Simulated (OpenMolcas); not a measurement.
# One shape, several levels: CH5BFN (SMILES CB(N)F)

We compute a comparison of 6 runs (HF/3-21G, HF/cc-pVDZ, BHLYP/cc-pVDZ, M06-L/cc-pVDZ, SVWN5/cc-pVDZ, MP2/cc-pVDZ) of CH5BFN. 

The results are computed with OpenMolcas 26.06.

## Step 1: The structure to begin with

The species is CH5BFN (9 atoms), meant as a singlet with charge 0. SMILES: `CB(N)F`. The shape is that of a PBE0-D4/def2-TZVP optimisation.

Bond lengths: C1–B2 1.566 Å, B2–N3 1.396 Å, B2–F4 1.347 Å, C1–H5 1.094 Å, C1–H6 1.091 Å, C1–H7 1.094 Å, N3–H8 1.006 Å, N3–H9 1.003 Å. Some angles: C1–B2–N3 124.5°, C1–B2–F4 118.6°, N3–B2–F4 116.9°, B2–C1–H5 110.2°, B2–C1–H6 113.8°, B2–C1–H7 110.2°, B2–N3–H8 122.4°, B2–N3–H9 123.0°, H5–C1–H6 108.1°, H5–C1–H7 106.2°.

## Step 2: Energy and gradient at HF/3-21G (run 1)

Input file test.input:

```
&GATEWAY
 BasLib=$CurrDir
 BasisSet
 C.3-21G....
 C1 -0.428400 0.964700 -0.539000 angstrom
 End of Basis
 BasisSet
 B.3-21G....
 B2 0.098200 -0.482300 -0.251400 angstrom
 End of Basis
 BasisSet
 N.3-21G....
 N3 0.546200 -0.928100 0.993800 angstrom
 End of Basis
 BasisSet
 F.3-21G....
 F4 0.128500 -1.370900 -1.263800 angstrom
 End of Basis
 BasisSet
 H.3-21G....
 H5 0.176600 1.438400 -1.318100 angstrom
 H6 -0.424000 1.616300 0.336600 angstrom
 H7 -1.450400 0.924300 -0.928000 angstrom
 H8 0.878700 -1.865200 1.143700 angstrom
 H9 0.563100 -0.343500 1.809000 angstrom
 End of Basis

&SEWARD

&SCF
 Thresholds=1e-10 1e-07 1e-07 1e-05
 PrOrbitals=1 1

&ALASKA
```

The basis set 3-21G is read from a file made from the Basis Set Exchange's data (not shown).

Command:

```console
$ export MOLCAS_MEM=1860
$ pymolcas test.input > test.log
```

The log of the run:

```text
--- Start Module: gateway ---
[...]
--- Stop Module: gateway /rc=_RC_ALL_IS_WELL_ ---
[...]
      Basis functions           46
[...]
--- Start Module: scf ---
[...]
       Convergence after  14 Iterations
[...]
::    Total SCF energy                               -218.2970537852
[...]
      Total spin, S                                     0.0000000000
[...]
      Total electronic charge=   32.000000
      Total            charge=   -0.000000
[...]
      Dipole Moment (debye):
      Origin of the operator (angstrom)=    0.0945   -0.5076   -0.2994
                   X=  3.9677E-01               Y=  5.7777E-01               Z=  2.3399E+00           Total=  2.4426E+00
      Quadrupole Moment (debye*angstrom):
[...]
 *              Molecular gradients               *
 **************************************************
  Irreducible representation: a
 ------------------------------------------------------------------------------------------
                              X                       Y                       Z
 ------------------------------------------------------------------------------------------
  C1                2.77811356871838E-03   -7.83260416772613E-03    1.19926928604397E-03
  B2                1.44239163836124E-03   -1.02400986211419E-02   -7.26439589729888E-03
  N3               -4.38609783865607E-03    2.90605962688550E-03   -1.40936450170654E-02
  F4               -3.98266417808546E-04    1.39475848494151E-02    1.62216583842625E-02
  H5                2.30005415864798E-03    9.73727354382170E-04   -2.90587348590976E-03
  H6                6.76085211064048E-05    2.66656183470881E-03    3.73829453079599E-03
  H7               -3.45995332782412E-03   -8.37324967364605E-04   -1.58437680353263E-03
  H8                1.65844752860389E-03   -4.32565140911478E-03    1.20189150535510E-03
[...]
```

Run time: 2.2 s. Hardware: 1 thread of Arm Neoverse V2, shared host; peak memory 0.38 GiB.

## Step 3: Energy and gradient at HF/cc-pVDZ (run 2)

Input file struct.xyz:

```xyz
9

C     -0.428400     0.964700    -0.539000
B      0.098200    -0.482300    -0.251400
N      0.546200    -0.928100     0.993800
F      0.128500    -1.370900    -1.263800
H      0.176600     1.438400    -1.318100
H     -0.424000     1.616300     0.336600
H     -1.450400     0.924300    -0.928000
H      0.878700    -1.865200     1.143700
H      0.563100    -0.343500     1.809000
```

Input file run.input:

```
>>> EXPORT MOLCAS_PRINT=2
&GATEWAY
BasLib
$CurrDir
Coord
struct.xyz
Basis
cc-pVDZ
Group
NoSym
&SEWARD
&SCF
Thresholds
1e-10 1e-07 1e-07 1e-05
PrOrbitals
1 2
&ALASKA
```

The basis set cc-pVDZ is read from a file made from the Basis Set Exchange's data (not shown).

Command:

```console
$ export MOLCAS_MEM=1860
$ pymolcas run.input > run.log
```

The log of the run:

```text
--- Start Module: gateway ---
[...]
--- Stop Module: gateway /rc=_RC_ALL_IS_WELL_ ---
[...]
      Basis functions           81
[...]
--- Start Module: scf ---
[...]
       Convergence after  13 Iterations
[...]
::    Total SCF energy                               -219.4881881404
[...]
      Total spin, S                                     0.0000000000
[...]
      Total electronic charge=   32.000000
      Total            charge=   -0.000000
[...]
      Dipole Moment (debye):
      Origin of the operator (angstrom)=    0.0945   -0.5076   -0.2994
                   X=  3.6311E-01               Y=  5.9450E-01               Z=  2.2268E+00           Total=  2.3332E+00
      Quadrupole Moment (debye*angstrom):
[...]
 *              Molecular gradients               *
 **************************************************
  Irreducible representation: a
 ------------------------------------------------------------------------------------------
                              X                       Y                       Z
 ------------------------------------------------------------------------------------------
  C1                1.87715075942818E-03   -4.54232331287319E-03    1.64791414936483E-03
  B2               -2.21202573718859E-03    2.68940539442797E-03   -5.42939474524079E-03
  N3               -1.76604147067927E-03    1.76730873473385E-03   -4.95714581097317E-03
  F4                3.12996336659932E-05    2.08313885430300E-03    2.78553476880816E-03
  H5               -4.96337159427984E-04   -4.73434369907544E-05    2.58557982707686E-04
  H6               -9.49628622118337E-05   -4.94177972947263E-05   -4.80583834991499E-04
  H7                4.56970894142206E-04    2.45463470037899E-04   -1.42805239873312E-05
  H8                2.17699509462221E-03   -6.12166739961140E-03    1.01345786931550E-03
[...]
```

Wall time 5.7 s (1 thread of Arm Neoverse V2, shared host); peak memory 0.45 GiB.

Runs 3 to 5 aren't shown in full; the table further down has their settings and results.

## Step 4: The energy at MP2/cc-pVDZ (run 6)

Input file job.input:

```
* CH5BFN MP2
>>> EXPORT MOLCAS_PRINT=2

&gateway
 baslib = $CurrDir
 coord
 9
 angstrom
 C       -0.428400       0.964700      -0.539000
 B        0.098200      -0.482300      -0.251400
 N        0.546200      -0.928100       0.993800
 F        0.128500      -1.370900      -1.263800
 H        0.176600       1.438400      -1.318100
 H       -0.424000       1.616300       0.336600
 H       -1.450400       0.924300      -0.928000
 H        0.878700      -1.865200       1.143700
 H        0.563100      -0.343500       1.809000
 basis = cc-pVDZ
 group = NoSym

&seward

&scf
 thresholds = 1e-10 1e-07 1e-07 1e-05
 prorbitals = 1 2

&mbpt2
 frozen = 4
```

The basis set cc-pVDZ is read from a file made from the Basis Set Exchange's data (not shown).

Command:

```console
$ export MOLCAS_MEM=1860
$ pymolcas job.input > job.log
```

The log of the run:

```text
--- Start Module: gateway ---
[...]
--- Stop Module: gateway /rc=_RC_ALL_IS_WELL_ ---
[...]
      Basis functions           81
[...]
--- Start Module: scf ---
[...]
       Convergence after  13 Iterations
[...]
::    Total SCF energy                               -219.4881881404
[...]
      Total spin, S                                     0.0000000000
[...]
      Total electronic charge=   32.000000
      Total            charge=   -0.000000
[...]
      Dipole Moment (debye):
      Origin of the operator (angstrom)=    0.0945   -0.5076   -0.2994
                   X=  3.6311E-01               Y=  5.9450E-01               Z=  2.2268E+00           Total=  2.3332E+00
      Quadrupole Moment (debye*angstrom):
[...]
--- Stop Module: scf /rc=_RC_ALL_IS_WELL_ ---
[...]
--- Start Module: mbpt2 ---
[...]
WARNING!
Default frozen orbitals as non valence orbitals is overwritten by user input.
Default values:   4
[...]
       Reference weight ( Cref**2 )         =        0.85797
::    Total MBPT2 energy                             -220.0721178378
[...]
      Total MBPT2 calculations                           0.19      0.21
--- Stop Module: mbpt2 /rc=_RC_ALL_IS_WELL_ ---
[...]
```

Run time: 4.8 s. Hardware: 1 thread of Arm Neoverse V2, shared host; peak memory 0.45 GiB.

## Step 5: All runs side by side

```
run          level  integration grid      task  energy (Eh)  dipole moment (D) of the reference  HOMO energy (eV)  LUMO energy (eV)  wall time
  1       HF/3-21G                 –  gradient  -218.297054                                2.44            -11.59              6.15      2.2 s
  2     HF/cc-pVDZ                 –  gradient  -219.488188                                2.33            -11.67              4.87      5.7 s
  3  BHLYP/cc-pVDZ         UltraFine  gradient  -220.582919                                2.29             -9.39              2.55       37 s
  4  M06-L/cc-pVDZ         UltraFine  gradient  -220.662233                                2.20             -6.79              1.28       48 s
  5  SVWN5/cc-pVDZ         UltraFine  gradient  -218.924470                                2.24             -6.59              0.64       23 s
  6    MP2/cc-pVDZ                 –    energy  -220.072118                                2.33            -11.67              4.87      4.8 s
```

## Step 6: Outcome

| quantity | value |
| --- | --- |
| run 6: total energy | -220.07212 Eh |
| run 6: dipole moment (mean-field density) | 2.33 D |
| run 6: HOMO energy (Hartree–Fock orbitals) | -11.67 eV |
| run 6: LUMO energy (Hartree–Fock orbitals) | 4.87 eV |
| run 6: HOMO–LUMO gap (Hartree–Fock orbitals) | 16.54 eV |
| run 6: correlation energy (4 core orbitals frozen) | -583.9 mEh |

**Reading.** Over runs 1, 2, 3, 4, 5 the dipole moment (its size) runs from 2.20 D (M06-L/cc-pVDZ) to 2.44 D (HF/3-21G). The two ends differ in method and basis. Over runs 1, 2, 3, 4, 5 the HOMO–LUMO gap runs from 7.23 eV (SVWN5/cc-pVDZ) to 17.75 eV (HF/3-21G). Totals of different functionals can't be ranked against each other. All runs together took 2 min, the longest 48 s.
